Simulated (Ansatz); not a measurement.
# La2TeI2: the cost of one run

All numbers below are computed with Ansatz 0.2.0 (DFT PBEsol, scalar-relativistic, plane waves, PAW).

### 1 The structure to begin with

The cell holds 26 atoms (I10La10Te6): a = 7.738 Å, b = 11.294 Å, c = 11.819 Å, α = 85.71°, β = 70.89°, γ = 76.80°.

The coordinates of this cell stand in the input of its own run.

The host was relaxed before at PBEsol: a = 4.467 Å, b = 4.467 Å, c = 32.985 Å, α = 90.00°, β = 90.00°, γ = 120.00° (conventional cell), 38.006 Å³/atom.

Places, in fractions of the supercell: Te as an interstitial at (0.000, 0.000, 0.000). Its neighbours start displaced at random, with a spread of 0.05 Å in each coordinate.

### 2 The perfect crystal in the supercell of 25 atoms

Input file input.yaml:

```yaml
crystal:
  lattice:
    - [0.0, 7.737574985, -1.2e-09]
    - [0.0, 2.57919166, -10.995061753]
    - [-11.1682275012, 3.8687874925, -6.0e-10]
  atoms:
    - { symbol: I, position: [0.480817448, 0.1575476561, 0.6] }
    - { symbol: I, position: [0.880817448, 0.1575476561, 0.8] }
    - { symbol: I, position: [0.280817448, 0.1575476561, 0.0] }
    - { symbol: I, position: [0.680817448, 0.1575476561, 0.2] }
    - { symbol: I, position: [0.080817448, 0.1575476561, 0.4] }
    - { symbol: I, position: [0.919182552, 0.8424523439, 0.6] }
    - { symbol: I, position: [0.319182552, 0.8424523439, 0.8] }
    - { symbol: I, position: [0.719182552, 0.8424523439, 0.0] }
    - { symbol: I, position: [0.119182552, 0.8424523439, 0.2] }
    - { symbol: I, position: [0.519182552, 0.8424523439, 0.4] }
    - { symbol: La, position: [0.3133369466, 0.6599891601, 0.6] }
    - { symbol: La, position: [0.7133369466, 0.6599891601, 0.8] }
    - { symbol: La, position: [0.1133369466, 0.6599891601, 0.0] }
    - { symbol: La, position: [0.5133369466, 0.6599891601, 0.2] }
    - { symbol: La, position: [0.9133369466, 0.6599891601, 0.4] }
    - { symbol: La, position: [0.0866630534, 0.3400108399, 0.6] }
    - { symbol: La, position: [0.4866630534, 0.3400108399, 0.8] }
    - { symbol: La, position: [0.8866630534, 0.3400108399, 0.0] }
    - { symbol: La, position: [0.2866630534, 0.3400108399, 0.2] }
    - { symbol: La, position: [0.6866630534, 0.3400108399, 0.4] }
    - { symbol: Te, position: [0.7, 0.5, 0.6] }
    - { symbol: Te, position: [0.1, 0.5, 0.8] }
    - { symbol: Te, position: [0.5, 0.5, 0.0] }
    - { symbol: Te, position: [0.9, 0.5, 0.2] }
    - { symbol: Te, position: [0.3, 0.5, 0.4] }
basis:
  ecutwfc: 420
  xc_grid: 2
kpoints:
  mp_grid: { grid: [3, 2, 3], shift: [0.0, 0.5, 0.0] }
hamiltonian:
  xc: pbesol
scf:
  occupations: { method: gaussian, width: 0.05 }
output:
  forces: true
  stress: true
  eigenvalues: true
```

Started as:

```bash
$ ansatz run input.yaml --threads 8 --pin off --max-ram 14336MiB --backend cpu --events-out ev --progress --plain --runs-dir out
```

**Question.** How long does this run take on 8 threads of Intel Xeon Platinum 8259CL at 2.50GHz (Skylake/Cascade Lake), shared host, and how much memory does it need?

About 13 s, with a peak of 5.6 GiB.
